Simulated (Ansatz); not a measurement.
## BBrFH3Si, SMILES F[SiH2]BBr: a rigid scan of one bond length, step by step

Program: Ansatz's Python interface.

Run as a notebook:

**Cell 1**
```python
import ansatz as az
import matplotlib.pyplot as plt
import numpy as np

bbrfh3si = (
    az.Crystal.molecule()
    .atom("F", (0.102, 1.9861, -0.63))
    .atom("Si", (-0.449, 0.6731, 0.2279))
    .atom("B", (0.683, -0.8195, -0.2006))
    .atom("Br", (0.0266, -2.4741, -0.9942))
    .atom("H", (-1.8274, 0.333, -0.1546))
    .atom("H", (-0.3743, 0.9799, 1.6676))
    .atom("H", (1.9005, -0.7465, 0.0382))
)
```

**Cell 2**
```python
symbols = [site.symbol for site in bbrfh3si.cartesian_sites]
start = np.array([site.position_ang for site in bbrfh3si.cartesian_sites])
axis = (start[2] - start[1]) / np.linalg.norm(start[2] - start[1])
moving = [2, 3, 6]
lengths, energies = [1.63, 1.77, 1.92, 2.11, 2.4, 2.88, 3.46, 4.23], []
for length in lengths:
    xyz = start.copy()
    xyz[moving] += (length - np.linalg.norm(start[2] - start[1])) * axis
    point = az.Crystal.molecule()
    for symbol, place in zip(symbols, xyz):
        point = point.atom(symbol, place.tolist())
    job = (
        point.calculation()
        .basis(gaussian="def2-SVP")
        .functional("B3LYP", dispersion="d4")
        .spin("collinear")
    )
    summary = job.run(threads=1).report
    energies.append(summary["free_energy_ev"])
    print(f"r = {length:6.3f} A  E = {energies[-1]:.5f} eV  <S^2> = {abs(summary['mean_field']['state']['spin_squared']):.3f}")
```
Output:
```text
r =  1.630 A  E = -81353.57241 eV  <S^2> = 0.000
r =  1.770 A  E = -81354.83010 eV  <S^2> = 0.000
r =  1.920 A  E = -81355.38222 eV  <S^2> = 0.000
r =  2.110 A  E = -81355.43176 eV  <S^2> = 0.000
r =  2.400 A  E = -81354.91393 eV  <S^2> = 0.000
r =  2.880 A  E = -81353.63668 eV  <S^2> = 0.000
r =  3.460 A  E = -81352.37915 eV  <S^2> = 0.306
r =  4.230 A  E = -81351.84242 eV  <S^2> = 0.886
```

**Cell 3**
```python
print("energy above the lowest point (eV):", [round(e - min(energies), 3) for e in energies])
plt.figure(figsize=(4.5, 3))
plt.plot(lengths, np.array(energies) - min(energies), "o-")
plt.xlabel("bond length (A)")
plt.ylabel("E - E(min) (eV)")
plt.tight_layout()
plt.savefig("scan.png", dpi=100)
```
Output:
```text
energy above the lowest point (eV): [1.859, 0.602, 0.05, 0.0, 0.518, 1.795, 3.053, 3.589]
```

Reading the output:
- Total energies depend on the basis set; only differences at equal settings carry meaning.
- The rest of the molecule is held rigid at a force-field or estimated start geometry, and the basis set is modest; single-reference methods fail as a bond breaks.
- The expectation value of S² is noticeably off S(S+1) in at least one run, so that state is spin-contaminated.
- b3lyp holds the VWN-RPA fit, as in Gaussian; the form of ORCA and Turbomole is b3lyp5.
- Hardware and time: 53 s on 1 thread of Arm Neoverse V1 (shared host), peak memory 0.4 GiB.

(Lines on the test bed's own set-up are left out of the output.)
